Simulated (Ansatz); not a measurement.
# HOSeSi radical (SMILES [O][SiH]=[Se]): functionals against CCSD(T) at one geometry

An exercise on one series of results from a longer session: the logs are not shown, and one member is left open.

Computed with Ansatz 0.2.0, Gaussian basis. Level: single points in def2-TZVPP.

Correlated methods freeze the cores. Filled d shells of the heavier atoms are correlated. Orbitals are unrestricted.

**Starting geometry**

SMILES `[O][SiH]=[Se]`, 4 atoms, charge 0, spin multiplicity 2.

Atoms are counted from 1 here; the program's logs count them from 0.

Bond lengths: O1–Si2 1.484 Å, Si2–Se3 2.389 Å, Si2–H4 1.620 Å. Angles: O1–Si2–Se3 122.3°, O1–Si2–H4 136.2°, Se3–Si2–H4 97.2°.

As a file:

```xyz
4
HOSeSi
O    -1.3348   -0.4534    0.9768
Si   -0.3608   -0.0227   -0.0570
Se    1.9847   -0.4237    0.1536
H    -0.2648    1.1709   -1.1477
```

Set-up of the first run:

File run/in.yaml:

```yaml
crystal:
  periodic: [false, false, false]
  atoms:
    - {symbol: O, position_ang: [-1.334800, -0.453400, 0.976800]}
    - {symbol: Si, position_ang: [-0.360800, -0.022700, -0.057000]}
    - {symbol: Se, position_ang: [1.984700, -0.423700, 0.153600]}
    - {symbol: H, position_ang: [-0.264800, 1.170900, -1.147700]}
basis:
  gaussian: {orbitals: def2-TZVPP}
magnetization: {spin_polarized: true, initial_magnetization: 1}
correlation: {method: ccsd_t}
scf: {omitted_lower_state_checks: [cluster_reference]}
output: {forces: true}
```

The command line of these runs was not kept.

Steps of the session up to this table: CCSD(T)/def2-TZVPP; PBE0-D4/def2-TZVPP; wB97M-V/def2-TZVPP; r2SCAN-D4/def2-TZVPP; PBE-D4/def2-TZVPP; r2SCANh-D4/def2-TZVPP; BHLYP-D4/def2-TZVPP.

One table of the session follows, with a row left open; its other results are not shown here.

| method | RMS force component (eV/Å) | angle to CCSD(T) forces (°) | dipole (D) |
| --- | --- | --- | --- |
| CCSD(T) | 1.804 | reference | 2.95 |
| PBE0-D4 | 1.605 | 5.0 | 3.06 |
| wB97M-V | ? | ? | ? |
| r2SCAN-D4 | 1.702 | 1.5 | 2.90 |
| PBE-D4 | 1.876 | 7.0 | 2.79 |
| r2SCANh-D4 | 1.627 | 4.7 | 3.00 |
| BHLYP-D4 | 1.444 | 17.0 | 3.31 |

**Question.** Estimate the row for wB97M-V.

**Answer.** RMS force component (eV/Å): 1.645; angle to CCSD(T) forces (°): 6.5; dipole (D): 3.07. In the column «RMS force component (eV/Å)» it lies between r2SCANh-D4 (1.627) and r2SCAN-D4 (1.702).
